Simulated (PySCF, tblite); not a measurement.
# C9H7OP: geometry, infrared bands and NMR shifts

Wanted: the infrared bands and NMR shifts of C9H7OP (`c1ccc(-c2occp2)cc1`), by calculation.

Programs: tblite 0.8.0 and PySCF 2.14.0, with density-fitted response routines of our own. Each step states its level of theory. These are calculated values for one molecule in the gas phase, unless marked as measured. Atoms count from 0, in the outputs and in this text.

## 1. The molecule as given

18 atoms, charge 0, multiplicity 1; geometry from: force field or distance geometry start.

Bonds of the start (Å): C0–C1 1.38, C1–C2 1.42, C2–C3 1.41, C3–C4 1.47, C4–O5 1.37, O5–C6 1.37, C6–C7 1.38, C7–P8 1.85, C3–C9 1.39, C9–C10 1.40, C10–C0 1.39, P8–C4 1.86, C0–H11 1.10, C1–H12 1.10, C2–H13 1.08, C6–H14 1.08, C7–H15 1.07, C9–H16 1.09, C10–H17 1.08.

## 2. Optimising the geometry with GFN2-xTB

Job settings and geometry (Å):

```
{"job": {"kind": "relax", "xc": "GFN2-xTB", "basis": "xTB"}, "charge": 0, "multiplicity": 1}
C     -2.972100     0.507600    -0.509900
C     -2.484300     0.014400     0.678300
C     -1.095500    -0.203900     0.841500
C     -0.203400     0.092000    -0.211000
C      1.234800    -0.144100    -0.019200
O      1.610500    -0.640500     1.196000
C      2.966500    -0.816900     1.271500
C      3.674400    -0.469900     0.136000
P      2.612400     0.150700    -1.239400
C     -0.737500     0.587900    -1.396900
C     -2.111500     0.798400    -1.555500
H     -4.052100     0.671400    -0.626000
H     -3.159600    -0.217400     1.518700
H     -0.740100    -0.593800     1.784400
H      3.295800    -1.202000     2.229100
H      4.735900    -0.546000     0.015500
H     -0.086900     0.832100    -2.239500
H     -2.496000     1.186100    -2.491600
```

Launch:

```sh
$ OMP_NUM_THREADS=1 python probes_run.py task.json out
```

This one command runs all jobs of the session in turn.

**Question.** This job is followed by: GFN2-xTB harmonic vibrations, gas phase; GIAO PBE0/pcSseg-1 NMR shielding, non-relativistic, gas phase. Predict these results of the whole session: strongest single infrared mode (GFN2-xTB); zero-point energy (GFN2-xTB); 13C shifts against TMS (PBE0/pcSseg-1, means over atoms taken as alike); 1H shifts against TMS (PBE0/pcSseg-1, means over atoms taken as alike); 17O shifts against H2O (PBE0/pcSseg-1); 31P shifts against H3PO4 (PBE0/pcSseg-1).

The runs gave:

| quantity | value |
| --- | --- |
| strongest single infrared mode (GFN2-xTB) | 3092 cm⁻¹, 72 km/mol |
| zero-point energy (GFN2-xTB) | 82.3 kcal/mol |
| 13C shifts against TMS (PBE0/pcSseg-1, means over atoms taken as alike) | 205.5, 152.6, 139.2, 134.4, 134.1, 132.9, 128.3 ppm |
| 1H shifts against TMS (PBE0/pcSseg-1, means over atoms taken as alike) | 8.42, 8.07, 7.65, 7.51, 7.44 ppm |
| 17O shifts against H2O (PBE0/pcSseg-1) | 338.0 ppm |
| 31P shifts against H3PO4 (PBE0/pcSseg-1) | 118.2 ppm |

What this shows: Over 32 steps the energy fell by 0.503 eV; of the close pairs, C4–P8 changed most, 1.864 to 1.732 Å. All 48 modes are real, so the xTB geometry is a minimum. The strongest single mode, at 3092 cm⁻¹, has its largest shares on H13, H17 and H11 (the list is cut at 3 atoms). Unscaled tight-binding wavenumbers are off by several per cent, some by more. Its intensities can rank the bands wrongly. At PBE0/pcSseg-1: Shielding is most anisotropic at P8 (span 492 ppm, paramagnetic term -770 ppm). NICS(1)zz of -24 ppm above the planar ring from C0 marks a diatropic (aromatic) ring current. NICS(1)zz of -22 ppm above the planar ring from C4 marks a diatropic (aromatic) ring current.
